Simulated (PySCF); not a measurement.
# LaN3O6 (La(NO2)3): the cost of one run

Computed with PySCF 2.14.0. Level: TPSS, La lcecp-1-SVP with ECP46, O def2-SVP, N def2-SVP; scalar-relativistic core potentials, no spin–orbit coupling.

3 further runs of the same task are left out: 2 for a known fault of the program, 1 that didn't finish.

## Step 1: Where the work starts

10 atoms, charge 0, spin multiplicity 1.

Bond lengths: La1–O2 2.492 Å, La1–O3 2.492 Å, La1–N4 2.965 Å, La1–O5 2.492 Å, La1–O6 2.492 Å, La1–N7 2.965 Å, La1–O8 2.492 Å, La1–O9 2.492 Å, La1–N10 2.965 Å, O2–N4 1.277 Å, O3–N4 1.277 Å, O5–N7 1.277 Å, O6–N7 1.277 Å, O8–N10 1.277 Å, O9–N10 1.277 Å. Angles: O2–La1–O3 50.4°, O2–La1–N4 25.2°, O2–La1–O5 103.2°, O2–La1–O6 126.2°, O2–La1–N7 116.9°, O2–La1–O8 103.2°, O2–La1–O9 126.2°, O2–La1–N10 116.9°, O3–La1–N4 25.2°, O3–La1–O5 126.2°, O3–La1–O6 103.2°, O3–La1–N7 116.9°, O3–La1–O8 126.2°, O3–La1–O9 103.2°, O3–La1–N10 116.9°, N4–La1–O5 116.9°, N4–La1–O6 116.9°, N4–La1–N7 120.0° and more.

Coordinates:

```
La    0.00000    0.00000    0.00000
O     2.25443   -0.00001    1.06135
O     2.25443   -0.00001   -1.06135
N     2.96485   -0.00001    0.00000
O    -1.12721    1.95240    1.06135
O    -1.12721    1.95240   -1.06135
N    -1.48241    2.56765    0.00000
O    -1.12723   -1.95239    1.06135
O    -1.12723   -1.95239   -1.06135
N    -1.48244   -2.56763    0.00000
```

Formal oxidation states: La +3. The 4f shell is empty and lies in the core potential. An earlier session relaxed this geometry at TPSS, La lcecp-1-SVP with ECP46, O def2-SVP, N def2-SVP (singlet, point group D3h).

Its energy there is -646.788669 Eh.

## Step 2: Multiplicity 3 at the relaxed geometry

File run.py (the lines that set the calculation):

```python
mol = gto.M(atom='''
La     0.00000     0.00000     0.00000
O      2.25443    -0.00001     1.06135
O      2.25443    -0.00001    -1.06135
N      2.96485    -0.00001     0.00000
O     -1.12721     1.95240     1.06135
O     -1.12721     1.95240    -1.06135
N     -1.48241     2.56765     0.00000
O     -1.12723    -1.95239     1.06135
O     -1.12723    -1.95239    -1.06135
N     -1.48244    -2.56763     0.00000''',
    basis={'La': 'lcecp-1-SVP', 'O': 'def2-SVP', 'N': 'def2-SVP'},
    ecp={'La': 'lcecp-1-SVP'},
    charge=0, spin=2)
mf = dft.UKS(mol, xc='TPSS')
mf.grids.atom_grid = (50, 194)  # f atoms: unpruned, at least (60, 302)
mf = mf.density_fit()  # fitting sets: La AutoAux, O def2-universal-JKFIT, N def2-universal-JKFIT
mf.conv_tol = 1e-08; mf.max_cycle = 55
mf.kernel(dm0)  # dm0: free metal ions and neutral atoms
```

Launch:

```
$ OMP_NUM_THREADS=4 python run.py
```

**Question.** How long does this run take on 4 threads of Arm Neoverse V2, shared host?

About 26 s.
